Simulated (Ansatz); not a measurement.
# CH₄ + H radical: a complex and its separated parts

Aim: how far the complex at one end of a reaction step lies below its separated, relaxed parts, level by level.

The runs use Ansatz 0.2.0, Gaussian basis; PBE0-D4/def2-TZVP structures, single points in def2-TZVPP, no counterpoise correction.

Levels: SPW92, PBE-D4, BLYP-D4, r2SCAN-D4, B97M-V, PBE0-D4, B3LYP-D4, r2SCAN0-D4, BHLYP-D4, CAM-B3LYP-D4, wB97X-V, wB97M-V, B2PLYP, PBE-QIDH, Hartree-Fock, MP2, CCSD, CCSD(T).

Cores are frozen in the correlated methods. Orbitals are unrestricted. B3LYP uses VWN-RPA correlation. B2PLYP carries no dispersion term here.

95 further runs of the same task are left out: 1 that didn't finish, 94 set aside as unsound or not needed.

### 1 The system as given

The complex: 6 atoms, charge 0, spin multiplicity 2.

Atoms are counted from 1 here; the program's logs count them from 0.

Bond lengths: H1–C3 1.090 Å, C3–H4 1.090 Å, C3–H5 1.090 Å, C3–H6 1.090 Å. Angles: H1–C3–H4 109.5°, H1–C3–H5 109.5°, H1–C3–H6 109.5°, H4–C3–H5 109.5°, H4–C3–H6 109.5°, H5–C3–H6 109.5°.

Coordinates:

```xyz
6
charge 0, multiplicity 2
H    -0.30876   -0.27969    0.04466
H    -2.46516   -2.24446    0.35782
C     0.49306    0.44895   -0.07157
H     1.45386   -0.06508   -0.07004
H     0.36686    0.98045   -1.01441
H     0.46006    1.15992    0.75354
```

Its parts: CH₄ holds atoms 1, 3, 4, 5, 6; H radical holds atoms 2. Each part counts its atoms afresh in its own runs.

### 2 Relaxing CH₄ alone

relax-a/in.yaml reads:

```yaml
crystal:
  periodic: [false, false, false]
  atoms:
    - {symbol: H, position_ang: [-0.308764, -0.279687, 0.044663]}
    - {symbol: C, position_ang: [0.493058, 0.448953, -0.071570]}
    - {symbol: H, position_ang: [1.453857, -0.065081, -0.070039]}
    - {symbol: H, position_ang: [0.366857, 0.980453, -1.014411]}
    - {symbol: H, position_ang: [0.460056, 1.159919, 0.753539]}
basis:
  gaussian: {orbitals: def2-TZVP}
hamiltonian: {xc: pbe0, dispersion: d4}
relax: {f_tol: 0.005, max_steps: 200}
```

On the command line:

```console
> ansatz run in.yaml --threads 2 --pin off --events-out ev --progress --plain --max-ram 4352MiB
```

Log:

```text
Functional definition: PBE0
  name "PBE0"
  cite "Adamo & Barone, J. Chem. Phys. 110, 6158 (1999) doi:10.1063/1.478522"
  cite "Perdew, Burke & Ernzerhof, Phys. Rev. Lett. 77, 3865 (1996) doi:10.1103/PhysRevLett.77.3865"
  parent pbe
  parameter a = 0.25
  parameter kappa = 0.804
  parameter beta = 0.06672455060314922
  exchange = (1 - a)*pbe_x(kappa = kappa, mu = beta*pi^2/3) + a*exact_x
  correlation = pbe_c(beta = beta)
356 factors; their error is unknown
mean field evaluation 1: about -1096.8585 eV, gradient 4.5e1 eV
mean field evaluation 2: about -1096.2130 eV, gradient 4.5e1 eV
mean field evaluation 4: about -1101.3635 eV, gradient 5.3e-2 eV
mean field evaluation 8: about -1101.3564 eV, gradient 8.3e-4 eV
mean field -1101.35639240 eV, -40.4741008944 hartree, gradient 2.6e-5 eV, S^2 0.000000; 0 other end points of the search recorded, 0 dependent functions left out
the calculation of the forces begins
reference -1101.35641230 eV, -40.4741016258 hartree; 5, 5 occupied and 50, 50 virtual orbitals, 356 factors
relax step   1: F+E_penalty+E_count = -1101.37548259 eV  Δ(F+E_penalty+E_count) = +0.000e0 eV  max|allowed force component| = 7.594e-4 eV/Å  Δτ_max = 0.0000 Å  (21 SCF iters, accepted)
Total energy: -1101.37550250 eV, -40.4748031776 hartree
Atom 0 at    -0.308764    -0.279687     0.044663 Å, force    -0.000276    -0.000244     0.000047 eV/Å
Atom 1 at     0.493058     0.448953    -0.071570 Å, force    -0.000759    -0.000708     0.000090 eV/Å
Atom 2 at     1.453857    -0.065081    -0.070039 Å, force    -0.000023     0.000719    -0.000077 eV/Å
Atom 3 at     0.366857     0.980453    -1.014411 Å, force     0.000560     0.000159     0.000430 eV/Å
Atom 4 at     0.460056     1.159919     0.753539 Å, force     0.000498     0.000074    -0.000491 eV/Å
Dipole moment:    -0.000019    -0.000017     0.000003 e Å
```

Run time: 0.35 s. Hardware: 2 threads of Arm Neoverse V1, shared host.

Close pairs (by a distance rule), those that changed most:

| bond | before (Å) | after (Å) | change (Å) |
| --- | --- | --- | --- |
| H1–C2 | 1.090 | 1.090 | +0.000 |
| C2–H3 | 1.090 | 1.090 | +0.000 |
| C2–H4 | 1.090 | 1.090 | +0.000 |
| C2–H5 | 1.090 | 1.090 | +0.000 |

### 3 SPW92/def2-TZVPP

parta/in.yaml reads:

```yaml
crystal:
  periodic: [false, false, false]
  atoms:
    - {symbol: H, position_ang: [-0.308764, -0.279687, 0.044663]}
    - {symbol: C, position_ang: [0.493058, 0.448953, -0.071570]}
    - {symbol: H, position_ang: [1.453857, -0.065081, -0.070039]}
    - {symbol: H, position_ang: [0.366857, 0.980453, -1.014411]}
    - {symbol: H, position_ang: [0.460056, 1.159919, 0.753539]}
basis:
  gaussian: {orbitals: def2-TZVPP}
hamiltonian: {xc: lda}
```

On the command line:

```console
> ansatz run in.yaml --threads 2 --pin off --events-out ev --progress --plain --max-ram 4352MiB
```

Log:

```text
Functional definition: SPW92
  name "SPW92"
  cite "Dirac, Proc. Camb. Phil. Soc. 26, 376 (1930) doi:10.1017/S0305004100016108"
  cite "Slater, Phys. Rev. 81, 385 (1951) doi:10.1103/PhysRev.81.385"
  cite "Perdew & Wang, Phys. Rev. B 45, 13244 (1992) doi:10.1103/PhysRevB.45.13244"
  exchange = slater_x
  correlation = pw_c
416 factors; their error is unknown
mean field evaluation 1: about -1083.3533 eV, gradient 6.1e1 eV
mean field evaluation 2: about -1074.1185 eV, gradient 7.8e1 eV
mean field evaluation 4: about -1091.6154 eV, gradient 3.0e-1 eV
mean field evaluation 8: about -1091.6044 eV, gradient 2.7e-3 eV
mean field -1091.60443709 eV, -40.1157231468 hartree, gradient 6.5e-5 eV, S^2 0.000000; 0 other end points of the search recorded, 0 dependent functions left out
reference -1091.60446308 eV, -40.1157241021 hartree; 5, 5 occupied and 82, 82 virtual orbitals, 416 factors
Total energy: -1091.60446308 eV, -40.1157241021 hartree
```

It took 0.25 s on 2 threads of Arm Neoverse V1, shared host.

### 4 PBE-D4/def2-TZVPP

Changes to parta/in.yaml since step 3:

```diff
@@ -10,2 +10,2 @@
   gaussian: {orbitals: def2-TZVPP}
-hamiltonian: {xc: lda}
+hamiltonian: {xc: pbe, dispersion: d4}
```

On the command line:

```console
> ansatz run in.yaml --threads 2 --pin off --events-out ev --progress --plain --max-ram 4352MiB
```

Log:

```text
Functional definition: PBE
  name "PBE"
  cite "Perdew, Burke & Ernzerhof, Phys. Rev. Lett. 77, 3865 (1996) doi:10.1103/PhysRevLett.77.3865"
  parent pbe
  parameter kappa = 0.804
  parameter beta = 0.06672455060314922
  exchange = pbe_x(kappa = kappa, mu = beta*pi^2/3)
  correlation = pbe_c(beta = beta)
416 factors; their error is unknown
mean field evaluation 1: about -1093.6214 eV, gradient 5.8e1 eV
mean field evaluation 2: about -1085.6809 eV, gradient 7.3e1 eV
mean field evaluation 4: about -1101.1018 eV, gradient 2.3e-1 eV
mean field evaluation 8: about -1101.0896 eV, gradient 2.3e-3 eV
mean field -1101.08957327 eV, -40.4642954724 hartree, gradient 1.9e-5 eV, S^2 0.000000; 0 other end points of the search recorded, 0 dependent functions left out
reference -1101.08960148 eV, -40.4642965089 hartree; 5, 5 occupied and 82, 82 virtual orbitals, 416 factors
Total energy: -1101.11337214 eV, -40.4651700648 hartree
```

It took 0.4 s on 2 threads of Arm Neoverse V1, shared host.

### 5 BLYP-D4/def2-TZVPP

Changes to parta/in.yaml since step 4:

```diff
@@ -10,2 +10,2 @@
   gaussian: {orbitals: def2-TZVPP}
-hamiltonian: {xc: pbe, dispersion: d4}
+hamiltonian: {xc: {name: BLYP}, dispersion: d4}
```

On the command line:

```console
> ansatz run in.yaml --threads 2 --pin off --events-out ev --progress --plain --max-ram 4352MiB
```

Log:

```text
Functional definition: BLYP
  name "BLYP"
  cite "Becke, Phys. Rev. A 38, 3098 (1988) doi:10.1103/PhysRevA.38.3098"
  cite "Lee, Yang & Parr, Phys. Rev. B 37, 785 (1988) doi:10.1103/PhysRevB.37.785"
  parameter beta = 0.0042
  parameter a = 0.04918
  parameter b = 0.132
  parameter c = 0.2533
  parameter d = 0.349
  exchange = b88_x(beta = beta)
  correlation = lyp_c(a = a, b = b, c = c, d = d)
416 factors; their error is unknown
mean field evaluation 1: about -1093.9030 eV, gradient 6.0e1 eV
mean field evaluation 2: about -1084.1322 eV, gradient 7.8e1 eV
mean field evaluation 4: about -1102.1181 eV, gradient 3.0e-1 eV
mean field evaluation 8: about -1102.1048 eV, gradient 1.9e-3 eV
mean field -1102.10482480 eV, -40.5016052778 hartree, gradient 4.7e-5 eV, S^2 0.000000; 0 other end points of the search recorded, 0 dependent functions left out
reference -1102.10507755 eV, -40.5016145664 hartree; 5, 5 occupied and 82, 82 virtual orbitals, 416 factors
Total energy: -1102.16219412 eV, -40.5037135615 hartree
```

Wall time 0.4 s (2 threads of Arm Neoverse V1, shared host).

### 6 r2SCAN-D4/def2-TZVPP

Changes to parta/in.yaml since step 5:

```diff
@@ -10,2 +10,2 @@
   gaussian: {orbitals: def2-TZVPP}
-hamiltonian: {xc: {name: BLYP}, dispersion: d4}
+hamiltonian: {xc: r2scan, dispersion: d4}
```

On the command line:

```console
> ansatz run in.yaml --threads 2 --pin off --events-out ev --progress --plain --max-ram 4352MiB
```

Log:

```text
Functional definition: r2SCAN
  name "r2SCAN"
  cite "Furness, Kaplan, Ning, Perdew & Sun, J. Phys. Chem. Lett. 11, 8208 (2020) doi:10.1021/acs.jpclett.0c02405"
  cite "Furness, Kaplan, Ning, Perdew & Sun, J. Phys. Chem. Lett. 11, 9248 (2020) doi:10.1021/acs.jpclett.0c03077"
  parent r2scan
  parameter k0 = 0.174
  parameter k1 = 0.065
  parameter a1 = 4.9479
  exchange = r2scan_x(k0 = k0, k1 = k1, a1 = a1)
  correlation = r2scan_c
416 factors; their error is unknown
mean field evaluation 1: about -1096.0182 eV, gradient 5.2e1 eV
mean field evaluation 2: about -1093.1661 eV, gradient 5.8e1 eV
mean field evaluation 4: about -1102.0948 eV, gradient 1.7e-1 eV
mean field evaluation 8: about -1102.0848 eV, gradient 3.4e-1 eV
mean field evaluation 16: about -1102.0849 eV, gradient 5.6e-6 eV
mean field -1102.08488378 eV, -40.5008724588 hartree, gradient 5.6e-6 eV, S^2 0.000000; 0 other end points of the search recorded, 0 dependent functions left out
reference -1102.08489188 eV, -40.5008727566 hartree; 5, 5 occupied and 82, 82 virtual orbitals, 416 factors
Total energy: -1102.09054195 eV, -40.5010803927 hartree
```

Wall time 0.85 s (2 threads of Arm Neoverse V1, shared host).

### 7 B97M-V/def2-TZVPP

Changes to parta/in.yaml since step 6:

```diff
@@ -10,2 +10,2 @@
   gaussian: {orbitals: def2-TZVPP}
-hamiltonian: {xc: r2scan, dispersion: d4}
+hamiltonian: {xc: {name: B97M-V}}
```

On the command line:

```console
> ansatz run in.yaml --threads 2 --pin off --events-out ev --progress --plain --max-ram 4352MiB
```

Log (excerpt; [...] marks lines left out):

```text
Functional definition: B97M-V
  name "B97M-V"
  cite "Mardirossian & Head-Gordon, J. Chem. Phys. 142, 074111 (2015) doi:10.1063/1.4907719"
  cite "Becke, J. Chem. Phys. 107, 8554 (1997) doi:10.1063/1.475007"
  cite "Vydrov & Van Voorhis, J. Chem. Phys. 133, 244103 (2010) doi:10.1063/1.3521275"
  # Of w^i u^j: cxij and so on, Table III.
[...]
  gx(w, u) = cx00 + cx01*u + cx02*u^2 + (cx10 + cx11*u)*w
  gss(w, u) = css00 + css02*u^2 + css10*w + (css32*w^3 + css42*w^4)*u^2
  gos(w, u) = cos00 + cos01*u + cos03*u^3 + cos10*w + cos32*w^3*u^2
[...]
      + integral(e_c_pw_mod_opposite_spin*gos(b97_w_opposite, b97_u_opposite)) + vv10(b, c)
416 factors; their error is unknown
[...]
mean field -1102.89599460 eV, -40.5306802320 hartree, gradient 3.1e-5 eV, S^2 0.000000; 0 other end points of the search recorded, 0 dependent functions left out
reference -1102.89603451 eV, -40.5306816983 hartree; 5, 5 occupied and 82, 82 virtual orbitals, 416 factors
Total energy: -1102.89603451 eV, -40.5306816983 hartree
```

It took 1.6 s on 2 threads of Arm Neoverse V1, shared host.

### 8 PBE0-D4/def2-TZVPP

Changes to parta/in.yaml since step 7:

```diff
@@ -10,2 +10,3 @@
   gaussian: {orbitals: def2-TZVPP}
-hamiltonian: {xc: {name: B97M-V}}
+hamiltonian: {xc: pbe0, dispersion: d4}
+output: {orbitals: {seedname: orbitals}}
```

On the command line:

```console
> ansatz run in.yaml --threads 2 --pin off --events-out ev --progress --plain --max-ram 4352MiB
```

Log:

```text
Functional definition: PBE0
  name "PBE0"
  cite "Adamo & Barone, J. Chem. Phys. 110, 6158 (1999) doi:10.1063/1.478522"
  cite "Perdew, Burke & Ernzerhof, Phys. Rev. Lett. 77, 3865 (1996) doi:10.1103/PhysRevLett.77.3865"
  parent pbe
  parameter a = 0.25
  parameter kappa = 0.804
  parameter beta = 0.06672455060314922
  exchange = (1 - a)*pbe_x(kappa = kappa, mu = beta*pi^2/3) + a*exact_x
  correlation = pbe_c(beta = beta)
416 factors; their error is unknown
mean field evaluation 1: about -1096.8695 eV, gradient 4.5e1 eV
mean field evaluation 2: about -1096.2075 eV, gradient 4.5e1 eV
mean field evaluation 4: about -1101.3990 eV, gradient 4.6e-2 eV
mean field evaluation 8: about -1101.3921 eV, gradient 7.7e-4 eV
mean field -1101.39210590 eV, -40.4754133415 hartree, gradient 2.7e-5 eV, S^2 0.000000; 0 other end points of the search recorded, 0 dependent functions left out
reference -1101.39212663 eV, -40.4754141031 hartree; 5, 5 occupied and 82, 82 virtual orbitals, 416 factors
Total energy: -1101.41121682 eV, -40.4761156549 hartree
```

Run time: 0.4 s. Hardware: 2 threads of Arm Neoverse V1, shared host.

### 9 B3LYP-D4/def2-TZVPP

Changes to parta/in.yaml since step 8:

```diff
@@ -10,3 +10,2 @@
   gaussian: {orbitals: def2-TZVPP}
-hamiltonian: {xc: pbe0, dispersion: d4}
-output: {orbitals: {seedname: orbitals}}
+hamiltonian: {xc: {name: B3LYP}, dispersion: d4}
```

On the command line:

```console
> ansatz run in.yaml --threads 2 --pin off --events-out ev --progress --plain --max-ram 4352MiB
```

Log:

```text
Functional definition: B3LYP
  name "B3LYP"
  cite "Stephens, Devlin, Chabalowski & Frisch, J. Phys. Chem. 98, 11623 (1994) doi:10.1021/j100096a001"
  cite "Becke, Phys. Rev. A 38, 3098 (1988) doi:10.1103/PhysRevA.38.3098"
  cite "Lee, Yang & Parr, Phys. Rev. B 37, 785 (1988) doi:10.1103/PhysRevB.37.785"
  cite "Vosko, Wilk & Nusair, Can. J. Phys. 58, 1200 (1980) doi:10.1139/p80-159"
  parameter a0 = 0.2
  parameter ax = 0.72
  parameter ac = 0.81
  exchange = (1 - a0 - ax)*slater_x + ax*b88_x + a0*exact_x
  correlation = (1 - ac)*vwn_rpa_c + ac*lyp_c
416 factors; their error is unknown
mean field evaluation 1: about -1097.5702 eV, gradient 5.0e1 eV
mean field evaluation 2: about -1095.4578 eV, gradient 5.4e1 eV
mean field evaluation 4: about -1103.1343 eV, gradient 6.4e-2 eV
mean field evaluation 8: about -1103.1253 eV, gradient 5.3e-4 eV
mean field -1103.12534529 eV, -40.5391087141 hartree, gradient 3.2e-5 eV, S^2 0.000000; 0 other end points of the search recorded, 0 dependent functions left out
reference -1103.12553102 eV, -40.5391155395 hartree; 5, 5 occupied and 82, 82 virtual orbitals, 416 factors
Total energy: -1103.16334268 eV, -40.5405050925 hartree
```

Wall time 0.45 s (2 threads of Arm Neoverse V1, shared host).

### 10 r2SCAN0-D4/def2-TZVPP

Changes to parta/in.yaml since step 9:

```diff
@@ -10,2 +10,2 @@
   gaussian: {orbitals: def2-TZVPP}
-hamiltonian: {xc: {name: B3LYP}, dispersion: d4}
+hamiltonian: {xc: {name: r2SCAN0}, dispersion: d4}
```

On the command line:

```console
> ansatz run in.yaml --threads 2 --pin off --events-out ev --progress --plain --max-ram 4352MiB
```

Log:

```text
Functional definition: r2SCAN0
  name "r2SCAN0"
  cite "Bursch, Neugebauer, Ehlert & Grimme, J. Chem. Phys. 156, 134105 (2022) doi:10.1063/5.0086040"
  cite "Furness, Kaplan, Ning, Perdew & Sun, J. Phys. Chem. Lett. 11, 8208 (2020) doi:10.1021/acs.jpclett.0c02405"
  cite "Furness, Kaplan, Ning, Perdew & Sun, J. Phys. Chem. Lett. 11, 9248 (2020) doi:10.1021/acs.jpclett.0c03077"
  parent r2scan
  parameter a = 0.25
  parameter k0 = 0.174
  parameter k1 = 0.065
  parameter a1 = 4.9479
  exchange = (1 - a)*r2scan_x(k0 = k0, k1 = k1, a1 = a1) + a*exact_x
  correlation = r2scan_c
416 factors; their error is unknown
mean field evaluation 1: about -1097.9766 eV, gradient 4.3e1 eV
mean field evaluation 2: about -1098.2567 eV, gradient 3.9e1 eV
mean field evaluation 4: about -1102.0209 eV, gradient 9.6e-2 eV
mean field evaluation 8: about -1102.0158 eV, gradient 1.4e-3 eV
mean field -1102.01584510 eV, -40.4983353341 hartree, gradient 2.9e-5 eV, S^2 0.000000; 0 other end points of the search recorded, 0 dependent functions left out
reference -1102.01585153 eV, -40.4983355705 hartree; 5, 5 occupied and 82, 82 virtual orbitals, 416 factors
Total energy: -1102.02212645 eV, -40.4985661696 hartree
```

Wall time 0.8 s (2 threads of Arm Neoverse V1, shared host).

### 11 BHLYP-D4/def2-TZVPP

Changes to parta/in.yaml since step 10:

```diff
@@ -10,2 +10,2 @@
   gaussian: {orbitals: def2-TZVPP}
-hamiltonian: {xc: {name: r2SCAN0}, dispersion: d4}
+hamiltonian: {xc: {name: BHLYP}, dispersion: d4}
```

On the command line:

```console
> ansatz run in.yaml --threads 2 --pin off --events-out ev --progress --plain --max-ram 4352MiB
```

Log:

```text
Functional definition: BHLYP
  name "BHLYP"
  cite "Becke, J. Chem. Phys. 98, 1372 (1993) doi:10.1063/1.464304"
  cite "Becke, Phys. Rev. A 38, 3098 (1988) doi:10.1103/PhysRevA.38.3098"
  cite "Lee, Yang & Parr, Phys. Rev. B 37, 785 (1988) doi:10.1103/PhysRevB.37.785"
  parameter a = 0.5
  exchange = (1 - a)*b88_x + a*exact_x
  correlation = lyp_c
457 factors; their error is unknown
mean field evaluation 1: about -1099.0682 eV, gradient 3.7e1 eV
mean field evaluation 2: about -1100.1198 eV, gradient 2.9e1 eV
mean field evaluation 4: about -1102.1321 eV, gradient 9.4e-2 eV
mean field evaluation 8: about -1102.1297 eV, gradient 7.5e-5 eV
mean field -1102.12974212 eV, -40.5025209726 hartree, gradient 7.8e-5 eV, S^2 0.000000; 0 other end points of the search recorded, 0 dependent functions left out
reference -1102.12986689 eV, -40.5025255578 hartree; 5, 5 occupied and 82, 82 virtual orbitals, 457 factors
Total energy: -1102.15262763 eV, -40.5033619996 hartree
```

Run time: 0.35 s. Hardware: 2 threads of Arm Neoverse V1, shared host.

### 12 CAM-B3LYP-D4/def2-TZVPP

Changes to parta/in.yaml since step 11:

```diff
@@ -10,2 +10,2 @@
   gaussian: {orbitals: def2-TZVPP}
-hamiltonian: {xc: {name: BHLYP}, dispersion: d4}
+hamiltonian: {xc: {name: CAM-B3LYP}, dispersion: d4}
```

On the command line:

```console
> ansatz run in.yaml --threads 2 --pin off --events-out ev --progress --plain --max-ram 4352MiB
```

Log (excerpt; [...] marks lines left out):

```text
Functional definition: CAM-B3LYP
  name "CAM-B3LYP"
  cite "Yanai, Tew & Handy, Chem. Phys. Lett. 393, 51 (2004) doi:10.1016/j.cplett.2004.06.011"
  cite "Iikura, Tsuneda, Yanai & Hirao, J. Chem. Phys. 115, 3540 (2001) doi:10.1063/1.1383587"
  cite "Becke, Phys. Rev. A 38, 3098 (1988) doi:10.1103/PhysRevA.38.3098"
  cite "Lee, Yang & Parr, Phys. Rev. B 37, 785 (1988) doi:10.1103/PhysRevB.37.785"
  cite "Vosko, Wilk & Nusair, Can. J. Phys. 58, 1200 (1980) doi:10.1139/p80-159"
[...]
  # Exact exchange under (alpha + beta erf(omega r))/r, Becke's under what is left of 1/r.
[...]
416 factors; their error is unknown
123 factors; integrals over basis functions are off by at most 4.1e-6 eV
[...]
mean field -1102.19258245 eV, -40.5048303122 hartree, gradient 1.5e-5 eV, S^2 0.000000; 0 other end points of the search recorded, 0 dependent functions left out
reference -1102.19267371 eV, -40.5048336657 hartree; 5, 5 occupied and 82, 82 virtual orbitals, 416 factors
Total energy: -1102.21100611 eV, -40.5055073691 hartree
```

Wall time 0.45 s (2 threads of Arm Neoverse V1, shared host).

### 13 wB97X-V/def2-TZVPP

Changes to parta/in.yaml since step 12:

```diff
@@ -10,2 +10,2 @@
   gaussian: {orbitals: def2-TZVPP}
-hamiltonian: {xc: {name: CAM-B3LYP}, dispersion: d4}
+hamiltonian: {xc: {name: wB97X-V}}
```

On the command line:

```console
> ansatz run in.yaml --threads 2 --pin off --events-out ev --progress --plain --max-ram 4352MiB
```

Log (excerpt; [...] marks lines left out):

```text
Functional definition: wB97X-V
  name "wB97X-V"
  cite "Mardirossian & Head-Gordon, Phys. Chem. Chem. Phys. 16, 9904 (2014) doi:10.1039/C3CP54374A"
  cite "Becke, J. Chem. Phys. 107, 8554 (1997) doi:10.1063/1.475007"
  cite "Vydrov & Van Voorhis, J. Chem. Phys. 133, 244103 (2010) doi:10.1063/1.3521275"
[...]
      + integral(e_c_pw_opposite_spin*poly(b97_u_opposite, cos0, cos1)) + vv10(b, c)
416 factors; their error is unknown
123 factors; integrals over basis functions are off by at most 1.3e-5 eV
[...]
mean field -1102.50992503 eV, -40.5164924369 hartree, gradient 2.6e-5 eV, S^2 0.000000; 0 other end points of the search recorded, 0 dependent functions left out
reference -1102.50992369 eV, -40.5164923875 hartree; 5, 5 occupied and 82, 82 virtual orbitals, 416 factors
Total energy: -1102.50992369 eV, -40.5164923875 hartree
```

It took 1.4 s on 2 threads of Arm Neoverse V1, shared host.

### 14 wB97M-V/def2-TZVPP

Changes to parta/in.yaml since step 13:

```diff
@@ -10,2 +10,2 @@
   gaussian: {orbitals: def2-TZVPP}
-hamiltonian: {xc: {name: wB97X-V}}
+hamiltonian: {xc: {name: wB97M-V}}
```

On the command line:

```console
> ansatz run in.yaml --threads 2 --pin off --events-out ev --progress --plain --max-ram 4352MiB
```

Log (excerpt; [...] marks lines left out):

```text
Functional definition: wB97M-V
  name "wB97M-V"
  cite "Mardirossian & Head-Gordon, J. Chem. Phys. 144, 214110 (2016) doi:10.1063/1.4952647"
  cite "Becke, J. Chem. Phys. 107, 8554 (1997) doi:10.1063/1.475007"
  cite "Vydrov & Van Voorhis, J. Chem. Phys. 133, 244103 (2010) doi:10.1063/1.3521275"
  # Of w^i u^j: cxij and so on, Table III.
[...]
  gx(w, u) = 1 - cx + cx01*u + cx10*w
  gss(w, u) = css00 + css04*u^4 + css10*w + css20*w^2 + css43*w^4*u^3
  gos(w, u) = cos00 + cos10*w + (cos20 + cos21*u)*w^2 + (cos60 + cos61*u)*w^6
[...]
      + integral(e_c_pw_mod_opposite_spin*gos(b97_w_opposite, b97_u_opposite)) + vv10(b, c)
416 factors; their error is unknown
123 factors; integrals over basis functions are off by at most 1.3e-5 eV
[...]
mean field -1101.86517385 eV, -40.4927982680 hartree, gradient 1.9e-5 eV, S^2 0.000000; 0 other end points of the search recorded, 0 dependent functions left out
reference -1101.86520640 eV, -40.4927994640 hartree; 5, 5 occupied and 82, 82 virtual orbitals, 416 factors
Total energy: -1101.86520640 eV, -40.4927994640 hartree
```

Run time: 1.4 s. Hardware: 2 threads of Arm Neoverse V1, shared host.

[end of part 1 of 2]
